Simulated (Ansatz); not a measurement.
# Ta: the cost of one run

Method: DFT PBEsol, scalar-relativistic, plane waves, PAW, in Ansatz 0.2.0.

8 further runs of the same task are left out: 3 that didn't finish, 5 set aside as unsound or not needed.

**1. Starting point**

It takes space group F-43m (No. 216, cubic). The conventional cell has a = 4.520 Å, b = 4.520 Å, c = 4.520 Å, α = 90.00°, β = 90.00°, γ = 90.00°. Around B (site symmetry -43m) lie 4 P at 1.96 Å. P (site symmetry -43m) is surrounded by 4 B at 1.96 Å.

As a file:

```cif
data_structure
_symmetry_space_group_name_H-M 'F-43m'
_symmetry_Int_Tables_number 216
_cell_length_a 4.5202
_cell_length_b 4.5202
_cell_length_c 4.5202
_cell_angle_alpha 90.000
_cell_angle_beta 90.000
_cell_angle_gamma 90.000
_cell_volume 92.36
loop_
_atom_site_label
_atom_site_type_symbol
_atom_site_symmetry_multiplicity
_atom_site_Wyckoff_symbol
_atom_site_fract_x
_atom_site_fract_y
_atom_site_fract_z
_atom_site_occupancy
B1 B 4 a 0.00000 0.00000 0.00000 1
P1 P 4 c 0.25000 0.25000 0.25000 1
```

It is the result of an earlier relaxation at this level (volume 11.54 Å³/atom; gap on the mesh: 1.12 eV).

**2. The film's bulk: Ta**

Relaxed beforehand at this level: -9806.5004 eV/atom, gap on the mesh none (metal).

```cif
data_structure
_symmetry_space_group_name_H-M 'Im-3m'
_symmetry_Int_Tables_number 229
_cell_length_a 3.2805
_cell_length_b 3.2805
_cell_length_c 3.2805
_cell_angle_alpha 90.000
_cell_angle_beta 90.000
_cell_angle_gamma 90.000
_cell_volume 35.30
loop_
_atom_site_label
_atom_site_type_symbol
_atom_site_symmetry_multiplicity
_atom_site_Wyckoff_symbol
_atom_site_fract_x
_atom_site_fract_y
_atom_site_fract_z
_atom_site_occupancy
Ta1 Ta 2 a 0.00000 0.00000 0.00000 1
```

Bulk energy of BP, the base, on matching settings, from an earlier run: -446.7946 eV/atom.

**3. The film's bulk on the base's lattice**

The (110) plane of Ta is fitted to the (110) plane of BP, a strain of -2.6 % along x and -2.6 % along y; the third vector and the atoms relax.

Input file input.yaml:

```yaml
crystal:
  lattice:
    - [3.1962448395, 0.0, 0.0]
    - [0.0, 4.5201728006, 0.0]
    - [-1.5981224197, 0.0, 2.3932646911]
  atoms:
    - { symbol: Ta, position: [0.0, 0.0, 0.0] }
    - { symbol: Ta, position: [0.5, 0.5, 0.0] }
basis:
  ecutwfc: 420
kpoints:
  mp_grid: { grid: [11, 8, 14] }
hamiltonian:
  xc: pbesol
scf:
  occupations: { method: gaussian, width: 0.1 }
output:
  forces: true
  stress: true
  eigenvalues: true
  write_density: true
  write_potential: true
  elf: true
  volumetric_format: npy
relax:
  adjacent_minimum: "off"
  f_tol: 0.01
  max_steps: 50
  cell: { fix: [a, b, gamma], stress_tol: 0.1 }
```

Started as:

```bash
> ansatz run input.yaml --threads 4 --pin off --max-ram 10240MiB --backend cpu --events-out ev --progress --plain --runs-dir out
```

**Question.** How long does this run take on 4 threads of Intel Xeon Platinum 8488C (Sapphire Rapids), shared host, and how much memory does it need?

About 12 s, with a peak of 0.58 GiB.
